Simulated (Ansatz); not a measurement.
**La2ZrO3: a trial structure relaxed**

The task: take a trial cell of La2ZrO3 to zero force and stress.

Computed with Ansatz 0.2.0 (DFT PBE, scalar-relativistic, plane waves, PAW, unless a step's input says otherwise).

## 1. The structure to begin with

Symmetry: P-3m1, No. 164, trigonal system. Conventional cell: a = 4.430 Å, b = 4.430 Å, c = 5.547 Å, α = 90.00°, β = 90.00°, γ = 120.00°. La (site symmetry 3m) is surrounded by 8 O at 2.58 to 2.83 Å. Zr (site symmetry -3m) has 8 O at 2.77 to 2.84 Å and 6 La at 2.99 Å as nearest neighbours. O (site symmetry 3m) has 5 La at 2.58 to 2.80 Å and 3 Zr at 2.84 Å as nearest neighbours. O (site symmetry -3m) has 2 Zr at 2.77 Å and 6 La at 2.83 Å as nearest neighbours.

Structure file:

```cif
data_structure
_symmetry_space_group_name_H-M 'P 1'
_symmetry_Int_Tables_number 1
_cell_length_a 4.4295
_cell_length_b 4.4295
_cell_length_c 5.5469
_cell_angle_alpha 90.000
_cell_angle_beta 90.000
_cell_angle_gamma 120.000
_cell_volume 94.25
loop_
_atom_site_label
_atom_site_type_symbol
_atom_site_fract_x
_atom_site_fract_y
_atom_site_fract_z
_atom_site_occupancy
La1 La 0.33333 0.66667 0.21914 1
La2 La 0.66667 0.33333 0.78086 1
Zr1 Zr 0.00000 0.00000 0.50000 1
O1 O 0.33333 0.66667 0.72378 1
O2 O 0.66667 0.33333 0.27622 1
O3 O 0.00000 0.00000 0.00000 1
```

Recipe of the guess: species swapped into a database cell of Sn2Pd3Au (P-3m1, No. 164), with La on the Sn sites, O on the Pd sites and Zr on the Au sites. Lengths come from tabulated atomic sizes and are only a guess.

## 2. The guess as it stands, on a coarse mesh

Input file input.yaml:

```yaml
crystal:
  lattice:
    - [4.42950725, 0.0, 0.0]
    - [-2.21475362, 3.8360658, 0.0]
    - [0.0, 0.0, 5.54686065]
  atoms:
    - { symbol: La, position: [0.33333333, 0.66666667, 0.21914101] }
    - { symbol: La, position: [0.66666667, 0.33333333, 0.78085899] }
    - { symbol: Zr, position: [0.0, 0.0, 0.5] }
    - { symbol: O, position: [0.33333333, 0.66666667, 0.72377902] }
    - { symbol: O, position: [0.66666667, 0.33333333, 0.27622098] }
    - { symbol: O, position: [0.0, 0.0, 0.0] }
basis:
  ecutwfc: 420
kpoints:
  mp_grid: { grid: [6, 6, 4] }
hamiltonian:
  xc: pbe
scf:
  occupations: { method: gaussian, width: 0.1 }
  lower_state_search: "off"
output:
  forces: true
  stress: true
  eigenvalues: true
```

On the command line:

```console
ansatz run input.yaml --threads 1 --pin off --max-ram 2560MiB --backend cpu --events-out ev --progress --plain --runs-dir out
```

Further runs follow: coarse relaxation; spin check on a coarse mesh; relaxation on the finer mesh.

**Question.** What will these runs give? Wanted: conventional cell; volume; energy over the elements; gap on the mesh.

As calculated:

```
                                                              quantity                                                                       value
                                symmetry at the end (tolerance 0.05 Å)                                                 space group P-3m1 (No. 164)
                                                     conventional cell  a = 3.468 Å, b = 3.468 Å, c = 8.772 Å, α = 90.00°, β = 90.00°, γ = 120.00°
                                                                volume                                                               15.23 Å³/atom
energy over the elements (uncorrected; H, N, O, F and Cl as molecules)                                                               -2.64 eV/atom
                                                       gap on the mesh                                                                none (metal)
```

In words: The space group P-3m1 (No. 164) is kept, and the volume per atom shrinks by 3.1 % from the first guess. A negative formation energy is needed for stability but isn't enough; other structures and compounds were not set against it here. No finished test with a distortion of lower symmetry is shown, so the end may be a saddle point. The runs treat La without spin-orbit coupling. Other magnetic orders were not searched.
